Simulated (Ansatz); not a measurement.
**Ge₂H₄Cl₂: two vibrations frozen in**

Aim: map the energy of Cl2Ge2H4, SMILES [Cl][GeH]([Cl])[GeH3] over two coordinates, and find its wells, ridges and stiffness.

Computed with Ansatz 0.2.0. Level: RKS PBE0-D4/def2-SVP.

**1. The system as given**

SMILES `[Cl][GeH]([Cl])[GeH3]`, 8 atoms, charge 0, spin multiplicity 1.

Atoms are counted from 1 here; the program's logs count them from 0.

Bond lengths: Cl1–Ge2 2.185 Å, Ge2–Cl3 2.185 Å, Ge2–Ge4 2.435 Å, Ge2–H5 1.552 Å, Ge4–H6 1.548 Å, Ge4–H7 1.548 Å, Ge4–H8 1.545 Å. Angles: Cl1–Ge2–Cl3 107.8°, Cl1–Ge2–Ge4 108.0°, Cl1–Ge2–H5 106.6°, Cl3–Ge2–Ge4 107.9°, Cl3–Ge2–H5 106.6°, Ge4–Ge2–H5 119.6°, Ge2–Ge4–H6 109.2°, Ge2–Ge4–H7 109.3°, Ge2–Ge4–H8 107.4°, H6–Ge4–H7 110.2°, H6–Ge4–H8 110.4°, H7–Ge4–H8 110.4°.

Coordinates:

```
atom    x (Å)    y (Å)    z (Å)
 Cl1   1.1905  -2.3124  -0.8291
 Ge2   1.0464  -0.4201   0.2528
 Cl3   0.9504  -0.8771   2.3869
 Ge4  -1.0490   0.6488  -0.3779
  H5   2.3870   0.3263   0.0196
  H6  -1.2058   1.9680   0.4169
  H7  -1.0362   0.9400  -1.8983
  H8  -2.1913  -0.3304  -0.0267
```

This geometry comes from a loose relaxation at PBE in a small basis, which is not shown.

**2. Geometry optimisation**

Input file input.yaml:

```yaml
crystal:
  periodic: [false, false, false]
  atoms:
    - { symbol: Cl, position_ang: [1.190513, -2.312418, -0.829132] }
    - { symbol: Ge, position_ang: [1.046382, -0.420122, 0.252785] }
    - { symbol: Cl, position_ang: [0.95038, -0.877072, 2.386887] }
    - { symbol: Ge, position_ang: [-1.048985, 0.648778, -0.377886] }
    - { symbol: H, position_ang: [2.387042, 0.326329, 0.019649] }
    - { symbol: H, position_ang: [-1.20582, 1.967986, 0.416935] }
    - { symbol: H, position_ang: [-1.036154, 0.939975, -1.898308] }
    - { symbol: H, position_ang: [-2.191259, -0.330356, -0.026731] }
basis:
  gaussian: { orbitals: def2-SVP }
hamiltonian:
  xc: pbe0
  dispersion: d4
output:
  forces: true
relax:
  f_tol: 0.003
  max_steps: 120
```

Started as:

```console
ansatz run input.yaml --threads 1 --pin off --max-ram 2560MiB --backend cpu --events-out ev --progress --plain --runs-dir out
```

Output, shortened:

```text
Warning: RAYON_NUM_THREADS=1 ignored (pool sized by the plan → 1); use --threads N
[...]
Functional definition: PBE0
[...]
1237 factors; integrals over basis functions are off by at most 3.6e-4 eV
[...]
mean field -138104.87302346 eV, -5075.2604727671 hartree, gradient 1.4e-5 eV, S^2 0.000000; 0 other end points of the search recorded, 0 dependent functions left out
[...]
reference -138104.87305075 eV, -5075.2604737700 hartree; 51, 51 occupied and 69, 69 virtual orbitals, 1237 factors
relax step   1: F+E_penalty+E_count = -138105.07440984 eV  Δ(F+E_penalty+E_count) = +0.000e0 eV  max|allowed force component| = 3.255e-1 eV/Å  Δτ_max = 0.0000 Å  (25 SCF iters, accepted)
[...]
relax step   3: F+E_penalty+E_count = -138105.08786895 eV  Δ(F+E_penalty+E_count) = -3.721e-4 eV  max|allowed force component| = 1.135e-2 eV/Å  Δτ_max = 0.0081 Å  (23 SCF iters, accepted)
[...]
relax step   4: F+E_penalty+E_count = -138105.08792005 eV  Δ(F+E_penalty+E_count) = -5.110e-5 eV  max|allowed force component| = 1.579e-3 eV/Å  Δτ_max = 0.0032 Å  (20 SCF iters, accepted)
1237 factors; integrals over basis functions are off by at most 3.5e-4 eV
[...]
mean field -138104.88492106 eV, -5075.2609099959 hartree, gradient 3.9e-5 eV, S^2 0.000000; 1 other end points of the search recorded, 0 dependent functions left out
[...]
reference -138104.88494827 eV, -5075.2609109959 hartree; 51, 51 occupied and 69, 69 virtual orbitals, 1237 factors
Total energy: -138105.08794726 eV, -5075.2683710711 hartree
Atom 0 at     1.180438    -2.294237    -0.815863 Å, force     0.000160     0.000422    -0.000348 eV/Å
Atom 1 at     1.040031    -0.415834     0.250723 Å, force    -0.000346    -0.001579     0.001231 eV/Å
Atom 2 at     0.944254    -0.875987     2.363794 Å, force     0.000569     0.000241    -0.000258 eV/Å
Atom 3 at    -1.042375     0.645191    -0.375683 Å, force    -0.000356     0.000465     0.000102 eV/Å
Atom 4 at     2.365746     0.325789     0.018396 Å, force    -0.000401     0.000749    -0.000452 eV/Å
Atom 5 at    -1.195921     1.954556     0.413417 Å, force     0.000401     0.000235     0.000195 eV/Å
Atom 6 at    -1.026489     0.933325    -1.884782 Å, force     0.000868    -0.000379    -0.000382 eV/Å
Atom 7 at    -2.173586    -0.329704    -0.025803 Å, force    -0.000895    -0.000155    -0.000088 eV/Å
Dipole moment:    -0.148312     0.453936    -0.213624 e Å
```

It took 14 s on 1 thread of AMD EPYC 9R45 (Zen 5), shared host; peak memory 0.36 GiB.

Relaxation path:

```
step  energy from step 1 (eV)  largest force component (eV/Å)
   1                   0.0000                          0.3255
   2                  -0.0131                          0.0614
   3                  -0.0135                          0.0114
   4                  -0.0135                          0.0016
```

Distances of close pairs at the start and the end, largest changes first:

```
   bond  before (Å)  after (Å)  change (Å)
Ge2–Cl3       2.185      2.165      -0.020
Cl1–Ge2       2.185      2.165      -0.020
Ge2–Ge4       2.435      2.420      -0.016
 Ge2–H5       1.552      1.537      -0.015
 Ge4–H7       1.548      1.536      -0.012
 Ge4–H6       1.548      1.536      -0.012
 Ge4–H8       1.545      1.534      -0.011
```

**3. Reference: Ge₂H₄Cl₂ by itself, as typed**

Input file input.yaml:

```yaml
crystal:
  periodic: [false, false, false]
  atoms:
    - { symbol: Cl, position_ang: [1.180438, -2.294237, -0.815863] }
    - { symbol: Ge, position_ang: [1.040031, -0.415834, 0.250723] }
    - { symbol: Cl, position_ang: [0.944254, -0.875987, 2.363794] }
    - { symbol: Ge, position_ang: [-1.042375, 0.645191, -0.375683] }
    - { symbol: H, position_ang: [2.365746, 0.325789, 0.018396] }
    - { symbol: H, position_ang: [-1.195921, 1.954556, 0.413417] }
    - { symbol: H, position_ang: [-1.026489, 0.933325, -1.884782] }
    - { symbol: H, position_ang: [-2.173586, -0.329704, -0.025803] }
basis:
  gaussian: { orbitals: def2-SVP }
hamiltonian:
  xc: pbe0
  dispersion: d4
phonons: {}
```

Started as:

```console
ansatz run input.yaml --threads 1 --pin off --max-ram 2560MiB --backend cpu --events-out ev --progress --plain --runs-dir out
```

Output, shortened:

```text
Warning: RAYON_NUM_THREADS=1 ignored (pool sized by the plan → 1); use --threads N
[...]
Functional definition: PBE0
[...]
1237 factors; integrals over basis functions are off by at most 3.5e-4 eV
[...]
mean field -138104.88492287 eV, -5075.2609100625 hartree, gradient 1.3e-5 eV, S^2 0.000000; 0 other end points of the search recorded, 0 dependent functions left out
[...]
reference -138104.88495009 eV, -5075.2609110626 hartree; 51, 51 occupied and 69, 69 virtual orbitals, 1237 factors
[...]
1237 factors; integrals over basis functions are off by at most 3.5e-4 eV
[...]
mean field -138104.88494297 eV, -5075.2609108011 hartree, gradient 1.6e-6 eV, S^2 0.000000; 0 other end points of the search recorded, 0 dependent functions left out
[...]
reference -138104.88497019 eV, -5075.2609118013 hartree; 51, 51 occupied and 69, 69 virtual orbitals, 1237 factors
[...]
Total energy: -138105.08794909 eV, -5075.2683711383 hartree
Atom 0 at     1.180438    -2.294237    -0.815863 Å, force     0.000159     0.000412    -0.000343 eV/Å
Atom 1 at     1.040031    -0.415834     0.250723 Å, force    -0.000340    -0.001559     0.001234 eV/Å
Atom 2 at     0.944254    -0.875987     2.363794 Å, force     0.000571     0.000231    -0.000259 eV/Å
Atom 3 at    -1.042375     0.645191    -0.375683 Å, force    -0.000370     0.000458     0.000096 eV/Å
Atom 4 at     2.365746     0.325789     0.018396 Å, force    -0.000402     0.000748    -0.000453 eV/Å
Atom 5 at    -1.195921     1.954556     0.413417 Å, force     0.000403     0.000237     0.000197 eV/Å
Atom 6 at    -1.026489     0.933325    -1.884782 Å, force     0.000870    -0.000377    -0.000383 eV/Å
Atom 7 at    -2.173586    -0.329704    -0.025803 Å, force    -0.000891    -0.000149    -0.000090 eV/Å
Dipole moment:    -0.148312     0.453935    -0.213624 e Å
Vibrations: 76.67 91.59 104.30 146.95 267.67 418.35 430.00 466.60 476.53 683.92 720.11 791.05 877.10 877.97 2163.01 2168.92 2178.59 2190.12 cm⁻¹, zero-point energy 0.937906 eV
```

Run time: 98 s. Hardware: 1 thread of AMD EPYC 9R45 (Zen 5), shared host; peak memory 0.36 GiB.

**4. The grid**

The axes are (1) normal mode 7 (430 cm⁻¹): 15 values from −0.939 amu½·Å; (2) normal mode 12 (791 cm⁻¹): 15 values from −0.511 amu½·Å.

Nothing else is relaxed (straight displacements along the two mass-weighted modes). Energies count from the relaxed molecule at the same level. Points are written as (first, second).

Displacement patterns for an amplitude of 1 (Å):

```
atom      x1      y1      z1      x2      y2      z2
 Cl1  -0.008   0.082   0.045   0.003  -0.002  -0.001
 Ge2   0.005  -0.028  -0.063  -0.003   0.005  -0.002
 Cl3  -0.002  -0.021   0.091   0.003  -0.001   0.002
 Ge4   0.000  -0.002  -0.005   0.016  -0.010   0.006
  H5   0.000  -0.002  -0.004   0.134  -0.226   0.111
  H6   0.092  -0.033   0.064  -0.461   0.098  -0.235
  H7  -0.097   0.065   0.007  -0.481   0.214   0.027
  H8  -0.003   0.017   0.037  -0.388   0.368  -0.192
```

Below, 3 of the grid's runs; all are launched alike.

**5. Grid point (0.000 amu½·Å, 0.365 amu½·Å)**

Input file input.yaml:

```yaml
crystal:
  periodic: [false, false, false]
  atoms:
    - { symbol: Cl, position_ang: [1.18161, -2.295011, -0.816071] }
    - { symbol: Ge, position_ang: [1.03901, -0.414043, 0.249848] }
    - { symbol: Cl, position_ang: [0.945346, -0.876286, 2.364649] }
    - { symbol: Ge, position_ang: [-1.036404, 0.641625, -0.373659] }
    - { symbol: H, position_ang: [2.414567, 0.243327, 0.058816] }
    - { symbol: H, position_ang: [-1.364179, 1.990183, 0.327607] }
    - { symbol: H, position_ang: [-1.20174, 1.011534, -1.874856] }
    - { symbol: H, position_ang: [-2.315164, -0.19544, -0.095849] }
basis:
  gaussian: { orbitals: def2-SVP }
hamiltonian:
  xc: pbe0
  dispersion: d4
output:
  forces: true
```

Started as:

```console
ansatz run input.yaml --threads 1 --pin off --max-ram 2560MiB --backend cpu --events-out ev --progress --plain --runs-dir out
```

Output, shortened:

```text
Warning: RAYON_NUM_THREADS=1 ignored (pool sized by the plan → 1); use --threads N
[...]
Functional definition: PBE0
[...]
1152 factors; integrals over basis functions are off by at most 1.3e-3 eV
[...]
mean field -138104.72573213 eV, -5075.2550599105 hartree, gradient 3.1e-5 eV, S^2 0.000000; 0 other end points of the search recorded, 0 dependent functions left out
[...]
reference -138104.72575963 eV, -5075.2550609210 hartree; 51, 51 occupied and 69, 69 virtual orbitals, 1152 factors
Total energy: -138104.92627283 eV, -5075.2624296454 hartree
Atom 0 at     1.181610    -2.295011    -0.816071 Å, force    -0.094980     0.062565     0.014398 eV/Å
Atom 1 at     1.039010    -0.414043     0.249848 Å, force     0.226326    -0.289932     0.146920 eV/Å
Atom 2 at     0.945346    -0.876286     2.364649 Å, force    -0.088420     0.025649    -0.067768 eV/Å
Atom 3 at    -1.036404     0.641625    -0.373659 Å, force    -1.248210     0.687977    -0.397308 eV/Å
Atom 4 at     2.414567     0.243327     0.058816 Å, force    -0.149184     0.174799    -0.089161 eV/Å
Atom 5 at    -1.364179     1.990183     0.327607 Å, force     0.439097    -0.206515     0.144634 eV/Å
Atom 6 at    -1.201740     1.011534    -1.874856 Å, force     0.441780    -0.222081     0.110316 eV/Å
Atom 7 at    -2.315164    -0.195440    -0.095849 Å, force     0.473591    -0.232461     0.137969 eV/Å
Dipole moment:    -0.031642     0.395852    -0.179195 e Å
```

Run time: 2.7 s. Hardware: 1 thread of AMD EPYC 9R45 (Zen 5), shared host; peak memory 0.33 GiB.

Energy on the map's scale: 0.162 eV.

**6. Point (0.805 amu½·Å, −0.511 amu½·Å)**

Input file input.yaml:

```yaml
crystal:
  periodic: [false, false, false]
  atoms:
    - { symbol: Cl, position_ang: [1.172015, -2.227129, -0.779275] }
    - { symbol: Ge, position_ang: [1.045268, -0.441049, 0.201364] }
    - { symbol: Cl, position_ang: [0.941341, -0.892431, 2.435924] }
    - { symbol: Ge, position_ang: [-1.050469, 0.648369, -0.382605] }
    - { symbol: H, position_ang: [2.297557, 0.439966, -0.041176] }
    - { symbol: H, position_ang: [-0.886267, 1.878284, 0.585195] }
    - { symbol: H, position_ang: [-0.859074, 0.875821, -1.89303] }
    - { symbol: H, position_ang: [-1.977932, -0.504061, 0.102033] }
basis:
  gaussian: { orbitals: def2-SVP }
hamiltonian:
  xc: pbe0
  dispersion: d4
output:
  forces: true
```

Started as:

```console
ansatz run input.yaml --threads 1 --pin off --max-ram 2560MiB --backend cpu --events-out ev --progress --plain --runs-dir out
```

Output, shortened:

```text
Warning: RAYON_NUM_THREADS=1 ignored (pool sized by the plan → 1); use --threads N
[...]
Functional definition: PBE0
[...]
1152 factors; integrals over basis functions are off by at most 1.3e-3 eV
[...]
mean field -138104.36114565 eV, -5075.2416616044 hartree, gradient 3.9e-5 eV, S^2 0.000000; 0 other end points of the search recorded, 0 dependent functions left out
[...]
reference -138104.36117264 eV, -5075.2416625965 hartree; 51, 51 occupied and 69, 69 virtual orbitals, 1152 factors
Total energy: -138104.56789433 eV, -5075.2492594784 hartree
Atom 0 at     1.172015    -2.227129    -0.779275 Å, force     0.350521    -2.219618    -1.164063 eV/Å
Atom 1 at     1.045268    -0.441049     0.201364 Å, force    -0.335067     2.205538     2.185800 eV/Å
Atom 2 at     0.941341    -0.892431     2.435924 Å, force     0.124602     0.272903    -1.287505 eV/Å
Atom 3 at    -1.050469     0.648369    -0.382605 Å, force     0.982921    -0.433715     0.945773 eV/Å
Atom 4 at     2.297557     0.439966    -0.041176 Å, force     0.078483    -0.314403     0.125531 eV/Å
Atom 5 at    -0.886267     1.878284     0.585195 Å, force    -0.561760    -0.308960    -0.613668 eV/Å
Atom 6 at    -0.859074     0.875821    -1.893030 Å, force    -0.448136     0.167726     0.140228 eV/Å
Atom 7 at    -1.977932    -0.504061     0.102033 Å, force    -0.191564     0.630529    -0.332096 eV/Å
Dipole moment:    -0.258419     0.416868    -0.459249 e Å
```

Wall time 2.7 s (1 thread of AMD EPYC 9R45 (Zen 5), shared host); peak memory 0.32 GiB.

On the map this point reads 0.520 eV.

**7. The run at (0.000 amu½·Å, 0.000 amu½·Å)**

Input file input.yaml:

```yaml
crystal:
  periodic: [false, false, false]
  atoms:
    - { symbol: Cl, position_ang: [1.180438, -2.294237, -0.815863] }
    - { symbol: Ge, position_ang: [1.040031, -0.415834, 0.250723] }
    - { symbol: Cl, position_ang: [0.944254, -0.875987, 2.363794] }
    - { symbol: Ge, position_ang: [-1.042375, 0.645191, -0.375683] }
    - { symbol: H, position_ang: [2.365746, 0.325789, 0.018396] }
    - { symbol: H, position_ang: [-1.195921, 1.954556, 0.413417] }
    - { symbol: H, position_ang: [-1.026489, 0.933325, -1.884782] }
    - { symbol: H, position_ang: [-2.173586, -0.329704, -0.025803] }
basis:
  gaussian: { orbitals: def2-SVP }
hamiltonian:
  xc: pbe0
  dispersion: d4
output:
  forces: true
```

Started as:

```console
ansatz run input.yaml --threads 1 --pin off --max-ram 2560MiB --backend cpu --events-out ev --progress --plain --runs-dir out
```

Output, shortened:

```text
Warning: RAYON_NUM_THREADS=1 ignored (pool sized by the plan → 1); use --threads N
[...]
Functional definition: PBE0
[...]
1152 factors; integrals over basis functions are off by at most 1.4e-3 eV
[...]
mean field -138104.88488210 eV, -5075.2609085640 hartree, gradient 8.0e-5 eV, S^2 0.000000; 0 other end points of the search recorded, 0 dependent functions left out
[...]
reference -138104.88490931 eV, -5075.2609095641 hartree; 51, 51 occupied and 69, 69 virtual orbitals, 1152 factors
Total energy: -138105.08790832 eV, -5075.2683696398 hartree
Atom 0 at     1.180438    -2.294237    -0.815863 Å, force     0.000165     0.000396    -0.000364 eV/Å
Atom 1 at     1.040031    -0.415834     0.250723 Å, force    -0.000347    -0.001550     0.001230 eV/Å
Atom 2 at     0.944254    -0.875987     2.363794 Å, force     0.000573     0.000235    -0.000233 eV/Å
Atom 3 at    -1.042375     0.645191    -0.375683 Å, force    -0.000374     0.000461     0.000096 eV/Å
Atom 4 at     2.365746     0.325789     0.018396 Å, force    -0.000403     0.000746    -0.000452 eV/Å
Atom 5 at    -1.195921     1.954556     0.413417 Å, force     0.000405     0.000238     0.000198 eV/Å
Atom 6 at    -1.026489     0.933325    -1.884782 Å, force     0.000872    -0.000377    -0.000386 eV/Å
Atom 7 at    -2.173586    -0.329704    -0.025803 Å, force    -0.000891    -0.000151    -0.000089 eV/Å
Dipole moment:    -0.148313     0.453935    -0.213627 e Å
```

It took 2.8 s on 1 thread of AMD EPYC 9R45 (Zen 5), shared host; peak memory 0.32 GiB.

That is 0.000 eV from the zero.

**8. The map**

225 points were computed. Energies in eV, from the relaxed molecule at the same level:

```csv
"normal mode 12 (791 cm⁻¹) (amu½·Å) ↓, normal mode 7 (430 cm⁻¹) (amu½·Å) →",−0.939,−0.805,−0.671,−0.537,−0.403,−0.268,−0.134,0.000,0.134,0.268,0.403,0.537,0.671,0.805,0.939
0.511,0.634,0.550,0.480,0.424,0.380,0.349,0.331,0.324,0.331,0.349,0.380,0.424,0.481,0.551,0.635
0.438,0.544,0.461,0.391,0.335,0.291,0.260,0.242,0.236,0.242,0.260,0.291,0.335,0.392,0.462,0.545
0.365,0.470,0.386,0.317,0.261,0.217,0.186,0.168,0.162,0.168,0.186,0.217,0.261,0.317,0.387,0.471
0.292,0.410,0.327,0.257,0.201,0.158,0.127,0.108,0.102,0.109,0.127,0.158,0.201,0.258,0.328,0.411
0.219,0.364,0.281,0.212,0.156,0.112,0.081,0.063,0.057,0.063,0.082,0.112,0.156,0.212,0.282,0.365
0.146,0.332,0.249,0.180,0.124,0.080,0.050,0.031,0.025,0.031,0.050,0.080,0.124,0.180,0.250,0.333
0.073,0.313,0.230,0.161,0.105,0.061,0.031,0.012,0.006,0.012,0.031,0.062,0.105,0.161,0.231,0.315
0.000,0.308,0.224,0.155,0.099,0.055,0.025,0.006,0.000,0.006,0.025,0.055,0.099,0.155,0.225,0.309
−0.073,0.314,0.231,0.161,0.105,0.061,0.031,0.012,0.006,0.012,0.031,0.062,0.105,0.162,0.232,0.316
−0.146,0.333,0.250,0.180,0.123,0.080,0.049,0.030,0.024,0.030,0.049,0.080,0.124,0.180,0.251,0.335
−0.219,0.365,0.280,0.210,0.153,0.110,0.078,0.060,0.054,0.060,0.079,0.110,0.154,0.211,0.281,0.366
−0.292,0.407,0.323,0.252,0.195,0.151,0.120,0.101,0.095,0.101,0.120,0.151,0.195,0.253,0.324,0.409
−0.365,0.462,0.377,0.306,0.248,0.204,0.172,0.154,0.147,0.154,0.173,0.204,0.249,0.306,0.378,0.463
−0.438,0.528,0.443,0.371,0.313,0.268,0.237,0.218,0.211,0.218,0.237,0.268,0.313,0.371,0.443,0.529
−0.511,0.606,0.519,0.447,0.389,0.344,0.312,0.293,0.286,0.293,0.312,0.344,0.389,0.448,0.520,0.607
```

On the same grid, dipole moment (D):

```csv
"normal mode 12 (791 cm⁻¹) (amu½·Å) ↓, normal mode 7 (430 cm⁻¹) (amu½·Å) →",−0.939,−0.805,−0.671,−0.537,−0.403,−0.268,−0.134,0.000,0.134,0.268,0.403,0.537,0.671,0.805,0.939
0.511,2.31,2.22,2.14,2.08,2.03,1.99,1.97,1.96,1.96,1.99,2.03,2.08,2.14,2.22,2.30
0.438,2.36,2.28,2.20,2.14,2.09,2.05,2.03,2.02,2.03,2.05,2.09,2.14,2.20,2.28,2.36
0.365,2.43,2.34,2.27,2.21,2.16,2.12,2.10,2.09,2.10,2.12,2.16,2.21,2.27,2.34,2.42
0.292,2.49,2.41,2.34,2.28,2.23,2.20,2.18,2.17,2.18,2.20,2.23,2.28,2.34,2.41,2.49
0.219,2.57,2.49,2.42,2.36,2.31,2.28,2.26,2.25,2.26,2.28,2.31,2.36,2.41,2.48,2.56
0.146,2.64,2.56,2.50,2.44,2.40,2.36,2.34,2.34,2.34,2.36,2.39,2.44,2.49,2.56,2.64
0.073,2.72,2.65,2.58,2.53,2.48,2.45,2.43,2.42,2.43,2.45,2.48,2.52,2.58,2.64,2.72
0.000,2.80,2.73,2.66,2.61,2.57,2.54,2.52,2.51,2.52,2.54,2.57,2.61,2.66,2.72,2.80
−0.073,2.88,2.81,2.75,2.70,2.66,2.63,2.61,2.60,2.61,2.62,2.65,2.69,2.74,2.81,2.88
−0.146,2.96,2.89,2.83,2.78,2.74,2.71,2.69,2.69,2.69,2.71,2.74,2.78,2.83,2.89,2.96
−0.219,3.04,2.97,2.91,2.86,2.82,2.80,2.78,2.77,2.78,2.79,2.82,2.86,2.91,2.97,3.03
−0.292,3.11,3.04,2.99,2.94,2.90,2.87,2.86,2.85,2.86,2.87,2.90,2.94,2.98,3.04,3.11
−0.365,3.18,3.11,3.06,3.01,2.97,2.95,2.93,2.92,2.93,2.95,2.97,3.01,3.05,3.11,3.17
−0.438,3.24,3.18,3.12,3.08,3.04,3.01,3.00,2.99,3.00,3.01,3.04,3.07,3.12,3.17,3.24
−0.511,3.30,3.23,3.18,3.13,3.10,3.07,3.05,3.05,3.05,3.07,3.09,3.13,3.17,3.23,3.29
```

**9. Outcome**

| quantity | value |
| --- | --- |
| lowest point | (0.000 amu½·Å, 0.000 amu½·Å), 0.000 eV |
| highest computed point | (0.939 amu½·Å, 0.511 amu½·Å), 0.635 eV above the lowest |
| dipole moment (D) | 1.96 at (0.000 amu½·Å, 0.511 amu½·Å) to 3.30 at (−0.939 amu½·Å, −0.511 amu½·Å); 2.51 at the lowest point |
| time for the whole task | 12 min on 1 thread, shared host |

In words: The lowest computed point is at (0.000 amu½·Å, 0.000 amu½·Å), 0.000 eV from the relaxed molecule at the same level. No other kind of well shows on this grid. The highest computed point, (0.939 amu½·Å, 0.511 amu½·Å), lies 0.635 eV above the lowest. Round the minimum the two coordinates are nearly uncoupled.
